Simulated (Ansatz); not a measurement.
# RuS2: the band gap up the ladder of functionals

One table from this session's results is given with a row withheld; the runs are named, their logs left out.

The runs shown are made with Ansatz 0.2.0. PAW datasets, plane waves. Computed at 0 K without zero-point motion; spin polarisation is off.

## The cell

The cell was relaxed beforehand with r2SCAN.

It is cubic, Pa-3 (No. 205); a = 5.632 Å in the conventional setting, 14.89 Å³ an atom. Around Ru lie 6 S at 2.36 Å; around S lie 1 S at 2.19 Å and 3 Ru at 2.36 Å.

Structure file:

```xyz
12
Lattice="5.6319 0.0000 0.0000 0.0000 5.6319 0.0000 0.0000 0.0000 5.6319" Properties=species:S:1:pos:R:3 pbc="T T T"
Ru    0.0000    2.8160    2.8160
Ru    2.8160    2.8160    0.0000
Ru    2.8160    0.0000    2.8160
Ru    0.0000    0.0000    0.0000
S     2.1847    0.6312    5.0007
S     0.6312    5.0007    2.1847
S     5.0007    2.1847    0.6312
S     3.4472    3.4472    3.4472
S     2.1847    2.1847    2.1847
S     0.6312    3.4472    5.0007
S     5.0007    0.6312    3.4472
S     3.4472    5.0007    0.6312
```

The first run:

Contents of input.yaml:

```yaml
crystal:
  lattice:
    - [5.6319165433, 0.0, 0.0]
    - [0.0, 5.6319165433, 0.0]
    - [0.0, 0.0, 5.6319165433]
  atoms:
    - { symbol: Ru, position: [0.0, 0.5, 0.5] }
    - { symbol: Ru, position: [0.5, 0.5, 0.0] }
    - { symbol: Ru, position: [0.5, 0.0, 0.5] }
    - { symbol: Ru, position: [0.0, 0.0, 0.0] }
    - { symbol: S, position: [0.3879160855, 0.1120839145, 0.8879160855] }
    - { symbol: S, position: [0.1120839145, 0.8879160855, 0.3879160855] }
    - { symbol: S, position: [0.8879160855, 0.3879160855, 0.1120839145] }
    - { symbol: S, position: [0.6120839145, 0.6120839145, 0.6120839145] }
    - { symbol: S, position: [0.3879160855, 0.3879160855, 0.3879160855] }
    - { symbol: S, position: [0.1120839145, 0.6120839145, 0.8879160855] }
    - { symbol: S, position: [0.8879160855, 0.1120839145, 0.6120839145] }
    - { symbol: S, position: [0.6120839145, 0.8879160855, 0.1120839145] }
kpoints:
  mp_grid: { grid: [4, 4, 4] }
  band_path:
    path:
      - [[0.0, 0.0, 0.0], [9.643059085325e-52, 0.5, 1.315591541525e-69], [0.5, 0.5, -1.709835301702e-35], [0.0, 0.0, 0.0], [0.5, 0.5, 0.5], [9.643059085325e-52, 0.5, 1.315591541525e-69]]
      - [[0.5, 0.5, 0.5], [0.5, 0.5, -1.709835301702e-35], [0.5, 5.699451005672e-35, -1.709835301702e-35]]
    npoints: 10
hamiltonian:
  xc: pbe
scf:
  occupations: { method: fermi_dirac, width: 0.02 }
  n_extra_bands: 7
output:
  forces: true
  stress: true
  eigenvalues: true
  write_density: true
  write_potential: true
  elf: true
  volumetric_format: npy
```

Among the steps run: PBE bands along the symmetry lines; r2SCAN at the same geometry; HSE06 at the same geometry; PBE+SOC at the same geometry; PBE0 at the same geometry.

One table of the session follows, with a row left open; its other results are not shown here.

| level | gap (eV) |
| --- | --- |
| PBE | 0.69 |
| r2SCAN | 0.88 |
| HSE06 | 1.74 |
| PBE+SOC | 0.68 |
| PBE0 | ? |

Estimate the missing values for PBE0.

**Answer.** gap (eV): 2.44. In the column «gap (eV)» it is the highest.

PBE+SOC gives the least gap, 0.68 eV, and PBE0 the largest, 2.44 eV. PBE reaches 40 % of the HSE06 value, and r2SCAN 51 %. PBE0 lies 0.70 eV above HSE06, which differs from it by screening the long-range exchange.

To keep in mind: Warnings in the runs' records: stress scf threshold loose, stress exchange threshold loose.
